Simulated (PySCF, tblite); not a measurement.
# C5H6F2: dynamics, then NMR shifts on frames, part 2 of 2

tblite 0.8.0 and PySCF 2.14.0. Atoms count from 0. The steps go on from the part before.

### 5 Nuclear shieldings: 625 fs, PBE0/pcSseg-1

The job: settings as JSON, then the geometry in Å.

```
{"job": {"kind": "nmr", "xc": "PBE0", "basis": "pcSseg-1", "pop": false}, "charge": 0, "multiplicity": 1}
C      1.250300    -0.499100     0.435000
C      0.192600    -0.884400     1.105700
C     -1.210000    -0.383500     1.091200
C     -1.907100    -0.565000     2.223000
C     -1.722100     0.231300    -0.129200
F     -2.870000    -0.387300    -0.516000
F     -1.983300     1.625000     0.067000
H      1.141400     0.395600    -0.201400
H      2.259900    -0.951400     0.479000
H      0.209700    -1.775100     1.775600
H     -1.463900    -1.094400     3.067900
H     -2.808700    -0.043500     2.412900
H     -0.962000     0.188200    -0.930800
```

With the program's defaults for keys left out, this is: GIAO PBE0/pcSseg-1 NMR shielding, non-relativistic, gas phase.

Log:

```text
coarse grid: 11328 points
cycle   1  E = -393.1506481676  dE =  8.351e-01  |g| = 7.148e-01  |ddm| = 3.214e+00
cycle   2  E = -393.0604252848  dE =  9.022e-02  |g| = 1.065e+00  |ddm| = 1.068e+00
cycle   3  E = -393.2416781140  dE = -1.813e-01  |g| = 9.177e-02  |ddm| = 6.533e-01
cycle   4  E = -393.2432005241  dE = -1.522e-03  |g| = 4.536e-02  |ddm| = 1.134e-01
cycle   5  E = -393.2436407613  dE = -4.402e-04  |g| = 1.605e-02  |ddm| = 4.485e-02
cycle   6  E = -393.2437013661  dE = -6.060e-05  |g| = 2.813e-03  |ddm| = 1.316e-02
cycle   7  E = -393.2437029939  dE = -1.628e-06  |g| = 1.106e-03  |ddm| = 2.872e-03
final grid: 111480 points
cycle   8  E = -393.2994078578  dE = -3.973e-05  |g| = 7.394e-03  |ddm| = 2.860e-02
cycle   9  E = -393.2994017310  dE =  6.127e-06  |g| = 9.823e-03  |ddm| = 1.309e-02
cycle  10  E = -393.2994203264  dE = -1.860e-05  |g| = 1.345e-03  |ddm| = 7.130e-03
cycle  11  E = -393.2994206564  dE = -3.300e-07  |g| = 2.894e-04  |ddm| = 1.044e-03
cycle  12  E = -393.2994206714  dE = -1.499e-08  |g| = 1.410e-04  |ddm| = 2.786e-04
cycle  13  E = -393.2994206758  dE = -4.454e-09  |g| = 2.472e-05  |ddm| = 1.295e-04
cycle  14  E = -393.2994206759  dE = -1.190e-10  |g| = 1.206e-05  |ddm| = 2.991e-05
converged SCF energy = -393.2994206759

GIAO shielding tensors (ppm)
atom      isotropic    diamagn.    paramagn.     s11        s22        s33       span
  0 C       70.974     258.060    -187.086    -31.661     76.366    168.218    199.879
  1 C       39.017     254.907    -215.890    -65.015     46.186    135.881    200.896
  2 C       33.228     263.292    -230.063    -82.758     31.616    150.828    233.587
  3 C       50.512     249.731    -199.219    -60.698     47.401    164.834    225.531
  4 C       64.516     244.310    -179.794     46.753     65.832     80.962     34.208
  5 F      286.211     468.338    -182.127    195.200    314.688    348.744    153.544
  6 F      273.124     473.192    -200.068    143.409    310.860    365.103    221.694
  7 H       26.092      32.485      -6.393     23.839     24.486     29.950      6.112
  8 H       25.454      28.942      -3.488     24.016     24.558     27.786      3.770
  9 H       24.667      31.412      -6.744     22.569     23.753     27.680      5.111
 10 H       25.363      29.718      -4.354     22.429     24.870     28.791      6.362
 11 H       25.614      28.781      -3.167     21.572     25.161     30.107      8.535
 12 H       24.813      30.109      -5.296     22.615     23.516     28.308      5.692
```

Wall time 14 s (1 thread of Arm Neoverse V1, shared host); peak memory 0.73 GiB.

This run: δ C2 153.7, C1 147.9, C3 136.4, C4 122.4, H9 7.05, H12 6.90 ppm.

### 6 Shielding tensors: 800 fs, PBE0/pcSseg-1

The job: settings as JSON, then the geometry in Å.

```
{"job": {"kind": "nmr", "xc": "PBE0", "basis": "pcSseg-1", "pop": false}, "charge": 0, "multiplicity": 1}
C      0.976500    -0.861700     0.425600
C     -0.070700    -0.848200     1.248800
C     -1.335200    -0.225600     0.915100
C     -2.293900     0.037000     1.741800
C     -1.696000     0.298700    -0.480100
F     -2.936900    -0.160100    -0.855300
F     -1.914000     1.638700    -0.329400
H      0.888900    -0.545700    -0.607400
H      1.940600    -1.199700     0.720100
H      0.003500    -1.167700     2.303300
H     -2.353900    -0.218700     2.760300
H     -3.207500     0.549000     1.445400
H     -1.088500     0.280000    -1.429200
```

With the program's defaults for keys left out, this is: GIAO PBE0/pcSseg-1 NMR shielding, non-relativistic, gas phase.

Log:

```text
coarse grid: 11328 points
cycle   1  E = -393.1414967135  dE =  9.595e-01  |g| = 7.366e-01  |ddm| = 3.245e+00
cycle   2  E = -393.0577586748  dE =  8.374e-02  |g| = 1.064e+00  |ddm| = 1.112e+00
cycle   3  E = -393.2381807413  dE = -1.804e-01  |g| = 8.482e-02  |ddm| = 6.761e-01
cycle   4  E = -393.2395787535  dE = -1.398e-03  |g| = 3.865e-02  |ddm| = 1.075e-01
cycle   5  E = -393.2399126439  dE = -3.339e-04  |g| = 1.436e-02  |ddm| = 4.239e-02
cycle   6  E = -393.2399622653  dE = -4.962e-05  |g| = 2.333e-03  |ddm| = 1.215e-02
cycle   7  E = -393.2399634586  dE = -1.193e-06  |g| = 7.451e-04  |ddm| = 2.573e-03
final grid: 111480 points
cycle   8  E = -393.2964206838  dE = -4.348e-05  |g| = 7.234e-03  |ddm| = 3.608e-02
cycle   9  E = -393.2964149580  dE =  5.726e-06  |g| = 9.349e-03  |ddm| = 1.418e-02
cycle  10  E = -393.2964329449  dE = -1.799e-05  |g| = 1.390e-03  |ddm| = 7.750e-03
cycle  11  E = -393.2964333203  dE = -3.754e-07  |g| = 2.930e-04  |ddm| = 1.090e-03
cycle  12  E = -393.2964333371  dE = -1.681e-08  |g| = 1.470e-04  |ddm| = 3.106e-04
cycle  13  E = -393.2964333418  dE = -4.643e-09  |g| = 1.904e-05  |ddm| = 1.165e-04
cycle  14  E = -393.2964333418  dE = -5.980e-11  |g| = 9.367e-06  |ddm| = 2.298e-05
converged SCF energy = -393.2964333418

GIAO shielding tensors (ppm)
atom      isotropic    diamagn.    paramagn.     s11        s22        s33       span
  0 C       64.435     257.031    -192.596    -43.595     66.297    170.602    214.198
  1 C       45.216     253.102    -207.887    -67.774     53.630    149.791    217.565
  2 C       40.324     257.119    -216.794    -63.556     43.569    140.960    204.517
  3 C       61.327     246.889    -185.562    -34.908     48.206    170.683    205.591
  4 C       67.859     241.164    -173.305     49.971     70.675     82.930     32.959
  5 F      277.653     470.306    -192.653    168.994    324.071    339.895    170.901
  6 F      269.837     473.149    -203.312    171.108    312.103    326.301    155.193
  7 H       25.829      32.923      -7.094     23.331     24.299     29.857      6.526
  8 H       26.295      30.163      -3.868     24.243     25.468     29.175      4.932
  9 H       24.636      30.184      -5.548     22.970     23.628     27.309      4.339
 10 H       26.556      29.725      -3.169     24.890     26.000     28.778      3.889
 11 H       25.420      28.126      -2.706     22.496     23.720     30.044      7.548
 12 H       23.939      28.743      -4.803     21.574     22.059     28.184      6.611
```

Wall time 14 s (1 thread of Arm Neoverse V1, shared host); peak memory 0.73 GiB.

In short: δ C2 146.6, C1 141.7, C3 125.6, C0 122.5, H12 7.78, H9 7.08 ppm.

### 7 Nuclear shieldings: 1000 fs, PBE0/pcSseg-1

The job: settings as JSON, then the geometry in Å.

```
{"job": {"kind": "nmr", "xc": "PBE0", "basis": "pcSseg-1", "pop": false}, "charge": 0, "multiplicity": 1}
C      0.790100    -0.871700     0.648600
C     -0.389500    -1.092600     1.211700
C     -1.655200    -0.480600     0.971500
C     -2.602800    -0.378100     1.868500
C     -1.794500     0.150300    -0.427300
F     -2.997600    -0.168300    -0.974200
F     -1.792600     1.478900    -0.206700
H      1.040600    -0.391500    -0.298200
H      1.553800    -1.524200     1.059300
H     -0.319700    -1.633200     2.117800
H     -2.546700    -0.868800     2.816800
H     -3.519400     0.251700     1.704500
H     -0.892800    -0.160400    -1.129000
```

With the program's defaults for keys left out, this is: GIAO PBE0/pcSseg-1 NMR shielding, non-relativistic, gas phase.

Log:

```text
coarse grid: 11328 points
cycle   1  E = -393.1467034093  dE =  9.550e-01  |g| = 7.148e-01  |ddm| = 3.255e+00
cycle   2  E = -393.0786047926  dE =  6.810e-02  |g| = 1.001e+00  |ddm| = 1.017e+00
cycle   3  E = -393.2386452585  dE = -1.600e-01  |g| = 7.675e-02  |ddm| = 5.865e-01
cycle   4  E = -393.2396832189  dE = -1.038e-03  |g| = 3.781e-02  |ddm| = 9.855e-02
cycle   5  E = -393.2400005768  dE = -3.174e-04  |g| = 1.399e-02  |ddm| = 4.084e-02
cycle   6  E = -393.2400483684  dE = -4.779e-05  |g| = 2.436e-03  |ddm| = 1.209e-02
cycle   7  E = -393.2400497331  dE = -1.365e-06  |g| = 6.713e-04  |ddm| = 2.511e-03
final grid: 111480 points
cycle   8  E = -393.2955989805  dE = -3.697e-05  |g| = 7.288e-03  |ddm| = 2.771e-02
cycle   9  E = -393.2955941276  dE =  4.853e-06  |g| = 9.203e-03  |ddm| = 1.357e-02
cycle  10  E = -393.2956111891  dE = -1.706e-05  |g| = 1.310e-03  |ddm| = 7.567e-03
cycle  11  E = -393.2956115316  dE = -3.425e-07  |g| = 2.756e-04  |ddm| = 1.053e-03
cycle  12  E = -393.2956115467  dE = -1.502e-08  |g| = 1.375e-04  |ddm| = 2.933e-04
cycle  13  E = -393.2956115507  dE = -4.052e-09  |g| = 1.742e-05  |ddm| = 1.183e-04
cycle  14  E = -393.2956115508  dE = -5.605e-11  |g| = 7.863e-06  |ddm| = 2.073e-05
converged SCF energy = -393.2956115508

GIAO shielding tensors (ppm)
atom      isotropic    diamagn.    paramagn.     s11        s22        s33       span
  0 C       66.989     256.512    -189.523    -36.006     66.026    170.946    206.953
  1 C       42.661     254.176    -211.515    -71.646     49.704    149.925    221.570
  2 C       39.120     263.938    -224.818    -66.286     31.099    152.548    218.835
  3 C       64.031     247.986    -183.955    -33.411     60.411    165.092    198.503
  4 C       66.054     243.515    -177.461     53.026     66.612     78.525     25.499
  5 F      295.842     468.182    -172.339    202.079    335.769    349.680    147.601
  6 F      293.185     474.000    -180.816    206.791    323.486    349.277    142.486
  7 H       25.736      32.092      -6.357     23.313     24.750     29.143      5.829
  8 H       26.265      29.694      -3.429     24.083     24.540     30.173      6.091
  9 H       25.446      32.599      -7.153     23.331     23.398     29.610      6.279
 10 H       26.183      29.443      -3.260     24.144     25.455     28.949      4.805
 11 H       25.066      26.813      -1.747     22.768     23.447     28.984      6.216
 12 H       23.459      27.779      -4.320     20.301     22.807     27.268      6.966
```

It took 14 s on 1 thread of Arm Neoverse V1, shared host; peak memory 0.73 GiB.

In short: δ C2 147.8, C1 144.3, C3 122.9, C4 120.9, H12 8.26, H11 6.65 ppm.

### 8 Comparing the runs: NMR shifts

Shifts (ppm) of some atoms, chosen among heavy atoms and hydrogens apart, with basis size and wall time:

| frame | C1 | C0 | C3 | H12 | H8 | F6 | F5 | functions | time |
| --- | --- | --- | --- | --- | --- | --- | --- | --- | --- |
| 250 fs | 150.3 | 128.7 | 125.6 | 7.91 | 6.33 | -117.1 | -165.1 | 149 | 14 s |
| 425 fs | 136.0 | 124.2 | 130.6 | 7.69 | 6.71 | -123.2 | -127.6 | 149 | 14 s |
| 625 fs | 147.9 | 116.0 | 136.4 | 6.90 | 6.26 | -102.2 | -115.3 | 149 | 14 s |
| 800 fs | 141.7 | 122.5 | 125.6 | 7.78 | 5.42 | -98.9 | -106.7 | 149 | 14 s |
| 1000 fs | 144.3 | 119.9 | 122.9 | 8.26 | 5.45 | -122.2 | -124.9 | 149 | 14 s |

### 9 Results

The summary covers parts 1 to 2.

```
                                        quantity                                   value
                                      thermostat                                   300 K
                   mean temperature, second half                                   290 K
         mean potential energy above the minimum                                 0.44 eV
  13C shifts against TMS (PBE0/pcSseg-1, 250 fs)   151.8, 150.3, 128.7, 125.6, 116.3 ppm
   1H shifts against TMS (PBE0/pcSseg-1, 250 fs)  7.91, 6.74, 6.51, 6.42, 6.33, 5.91 ppm
19F shifts against CFCl3 (PBE0/pcSseg-1, 250 fs)                      -117.1, -165.1 ppm
                        range of the shift of F5                    -165.1 to -106.7 ppm
```

**Reading.** In the second half the potential energy averages 0.44 eV above the minimum; equipartition over 33 harmonic modes at 300 K would give 0.43 eV. With 13 atoms the temperature swings widely (179 to 446 K). Shifts at one fixed geometry are not the observed spectrum, which averages over the motion. In ppm, F5 moves most: its shift spreads over 58.4 ppm, from -165.1 (250 fs) to -106.7 (800 fs).
